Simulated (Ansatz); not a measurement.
Predict the output of the script below (Ansatz's Python interface).

`h6cnf.cif`
```cif
data_H6CNF
_cell_length_a 5.236322
_cell_length_b 5.236322
_cell_length_c 5.236322
_cell_angle_alpha 50.73296
_cell_angle_beta 50.73296
_cell_angle_gamma 50.73296
_symmetry_space_group_name_H-M 'P 1'
_symmetry_Int_Tables_number 1
loop_
_symmetry_equiv_pos_as_xyz
'x, y, z'
loop_
_atom_site_label
_atom_site_type_symbol
_atom_site_fract_x
_atom_site_fract_y
_atom_site_fract_z
H1 H    0.771471    0.385769    0.771471
H2 H    0.385769    0.771471    0.771471
H3 H    0.348471    0.348471    0.745603
H4 H    0.771471    0.771471    0.385769
H5 H    0.745603    0.348471    0.348471
H6 H    0.348471    0.745603    0.348471
C7 C    0.508479    0.508479    0.508479
N8 N    0.617171    0.617171    0.617171
F9 F    0.001629    0.001629    0.001629
```

`pdos_h6cnf.py`
```python
"""Projected density of states of H6CNF."""

import ansatz as az
from ase.io import read
import numpy as np

XC = "lda"
CUTOFF = 450
MESH = (6, 6, 6)
N_EMPTY = 24

atoms = read("h6cnf.cif")
crystal = az.Crystal.from_ase(atoms)

calc = crystal.calculation()
calc = calc.functional(XC)
calc = calc.basis(CUTOFF)
calc = calc.kpoints(mesh=MESH)
calc = calc.occupations(az.OccupationsMethod.FIXED).scf(extra_bands=N_EMPTY)
calc = calc.density_of_states(projected=True, method="smearing", broadening_width=0.15, energy_step=0.1)
done = calc.run(threads=1)
summary = done.report

dos = done.density_of_states()
energy = np.asarray(dos.energies_ev) - dos.fermi_ev
curves = {}
for site in done.projected_density_of_states().sites:
    for shell in site.shells:
        weight = sum(np.sum(curve.g_bin_mean_per_ev, axis=0) for curve in shell.curves)
        name = f"{site.species} {shell.label}"
        curves[name] = curves.get(name, 0) + weight

step = energy[1] - energy[0]
windows = [(-8, -4), (-4, 0), (0, 6)]
print("states by shell in windows of E - E_F (eV):", windows)
for name, g in curves.items():
    print(f"{name:8s}", " ".join(f"{step * g[(energy >= a) & (energy < b)].sum():8.3f}" for a, b in windows))
filled = (energy < 0) & (energy > -8)
for name, g in curves.items():
    if g[filled].sum() * step > 0.5:
        print(f"centre of {name}: {np.average(energy[filled], weights=g[filled]):.2f} eV")
```

`python pdos_h6cnf.py` gives:
```text
states by shell in windows of E - E_F (eV): [(-8, -4), (-4, 0), (0, 6)]
H 1S        1.319    1.695    0.029
C 2S        0.016    0.014    0.006
C 2P        1.089    2.088    0.016
N 2S        0.007    0.051    0.005
N 2P        2.839    0.914    0.041
F 2S        0.037    0.010    0.001
F 2P        0.258    5.241    0.181
centre of H 1S: -3.65 eV
centre of C 2P: -3.19 eV
centre of N 2P: -4.46 eV
centre of F 2P: -0.88 eV
```

Reading the output:
- Semilocal gaps usually lie well under measured ones.
- With fixed filling the reported Fermi level is the top filled level among the k-points of the SCF.
- The crystal has a gap of about 5.80 eV on the mesh; density of states inside it is the tail of the broadening.
- This cell is a computed structure, which may not be the phase found in nature.
- Curves are summed over the cell's atoms. Only shells that the potentials hold have channels, so projections don't add up to the total, least of all where a shell is missing (p of most metals); heights and places of peaks move with the mesh.
- The density of states is complete only as far up as bands were computed.
- A band centre counts only the states inside the window taken.
- Timing: 4.5 s on 1 thread of Intel(R) Xeon(R) 6975P-C (Granite Rapids) (shared host), peak memory 0.52 GiB.
